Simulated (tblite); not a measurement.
# H14Si22: the cost of one run

Programs: tblite 0.8.0 and PySCF 2.14.0, with routines of our own; each step states its level. All values are computed. Atoms count from 0.

## 1. The starting structure

36 atoms, charge 0, multiplicity 1; geometry from: force field, distance geometry or constructed start.

## 2. Relaxing the molecule with GFN1-xTB

Job settings and geometry (Å):

```
{"job": {"kind": "relax", "xc": "GFN1-xTB", "basis": "xTB"}, "charge": 0, "multiplicity": 1}
Si    -2.737300    -0.281200    -0.226600
Si    -4.681100     0.840800     0.218100
Si    -6.608400    -0.281700    -0.224000
Si    -6.614300    -2.510100     0.218800
Si    -4.678900    -3.633300    -0.221600
Si    -2.745500    -2.515000     0.222400
Si     5.000700     6.427800    -0.228300
Si     3.068300     7.546300     0.226500
Si     1.131900     6.424000    -0.225400
Si     1.126400     4.190100     0.226600
Si     3.062800     3.072100    -0.227100
Si     4.998100     4.188900     0.225000
Si     1.125800    -0.278700    -0.220000
Si    -0.804300     0.837600     0.222300
Si    -0.808700    -3.627000    -0.224800
Si     1.127300    -2.513900     0.231300
Si     3.065300    -3.630200    -0.224100
Si    -0.807600    -5.870700     0.224000
Si     1.128600    -6.983000    -0.222500
Si     3.067700    -5.866400     0.227700
Si    -0.808800     3.077100    -0.223500
Si     3.064000     0.839700     0.224800
H     -4.674500     2.254500    -0.052600
H     -7.840400     0.422100     0.057700
H     -7.835700    -3.217800    -0.058300
H     -4.684000    -5.044700     0.061700
H      6.223800     7.134200     0.058500
H      3.064300     8.955900    -0.058000
H     -0.092800     7.132300     0.057200
H      6.224200     3.485500    -0.055800
H      4.291000    -2.925700     0.058100
H     -2.031000    -6.571800    -0.059000
H      1.128200    -8.396400     0.057300
H      4.289500    -6.574400    -0.055500
H     -2.027900     3.781000     0.055900
H      4.287900     0.134500    -0.062100
```

Launch:

```bash
$ OMP_NUM_THREADS=2 python large_run.py task.json out
```

The driver reads the jobs from task.json and runs them one after another.

**Question.** How long does this first job take on 2 threads of Arm Neoverse V1, shared host, and how much memory does it need?

About 2.5 s, with a peak of 0.17 GiB.
